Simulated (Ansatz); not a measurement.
# CH8GeS: the cost of one run

Computed with Ansatz 0.2.0, Gaussian basis. Level: PBE0-D4, def2-SVP first, then def2-TZVP.

152 further runs of the same task are left out: 152 set aside as unsound or not needed.

## (1) The starting structure

The guess: 11 atoms, charge 0, spin multiplicity 1.

Atoms are counted from 1 here; the program's logs count them from 0.

Bond lengths: Ge1–H2 1.852 Å, Ge1–H3 1.512 Å, Ge1–H4 1.517 Å, Ge1–C5 1.994 Å, Ge1–S7 2.682 Å, C5–H8 1.086 Å, C5–H9 1.086 Å, C5–H10 1.086 Å, S7–H11 1.348 Å. Angles: H2–Ge1–H3 99.0°, H2–Ge1–H4 136.6°, H2–Ge1–C5 94.0°, H2–Ge1–S7 57.9°, H3–Ge1–H4 108.3°, H3–Ge1–C5 112.8°, H3–Ge1–S7 96.0°, H4–Ge1–C5 105.1°, H4–Ge1–S7 85.7°, C5–Ge1–S7 143.3°, Ge1–C5–H8 109.8°, Ge1–C5–H9 110.5°, Ge1–C5–H10 111.2°, H8–C5–H9 108.1°, H8–C5–H10 108.8°, H9–C5–H10 108.3°, Ge1–S7–H11 143.9°.

Coordinates:

```tsv
atom	x (Å)	y (Å)	z (Å)
Ge1	-0.24420	-0.32800	-0.31520
H2	0.93030	1.05460	0.05980
H3	0.25260	-0.69300	-1.69630
H4	-1.74630	-0.53990	-0.27770
C5	0.48580	-1.51970	1.10730
H6	0.75820	2.01860	-0.36790
S7	-0.82080	2.22740	-0.89220
H8	0.10590	-2.52820	0.97380
H9	0.18100	-1.17130	2.09010
H10	1.57120	-1.54780	1.07770
H11	-1.47380	3.02730	-1.75940
```

Distances that are to change: Ge1–S7 2.68 Å, H2–H6 1.07 Å, Ge1–H2 1.85 Å, H6–S7 1.68 Å.

## (2) Constrained relaxation of the guess

File hold/in.yaml:

```yaml
crystal:
  periodic: [false, false, false]
  atoms:
    - {symbol: Ge, position_ang: [-0.244200, -0.328000, -0.315200]}
    - {symbol: H, position_ang: [0.930300, 1.054600, 0.059800]}
    - {symbol: H, position_ang: [0.252600, -0.693000, -1.696300]}
    - {symbol: H, position_ang: [-1.746300, -0.539900, -0.277700]}
    - {symbol: C, position_ang: [0.485800, -1.519700, 1.107300]}
    - {symbol: H, position_ang: [0.758200, 2.018600, -0.367900]}
    - {symbol: S, position_ang: [-0.820800, 2.227400, -0.892200]}
    - {symbol: H, position_ang: [0.105900, -2.528200, 0.973800]}
    - {symbol: H, position_ang: [0.181000, -1.171300, 2.090100]}
    - {symbol: H, position_ang: [1.571200, -1.547800, 1.077700]}
    - {symbol: H, position_ang: [-1.473800, 3.027300, -1.759400]}
basis:
  gaussian: {orbitals: def2-SVP}
hamiltonian: {xc: pbe0, dispersion: d4}
relax: {f_tol: 0.04, max_steps: 150, escape_saddle: false, constraints: [{distance: [0, 6]}, {distance: [1, 5]}, {distance: [0, 1]}, {distance: [5, 6]}]}
```

Run with:

```bash
> ansatz run in.yaml --threads 4 --pin off --events-out ev --progress --plain --max-ram 9574MiB
```

**Question.** How long does this run take on 4 threads of Arm Neoverse V2, shared host?

About 27 s.
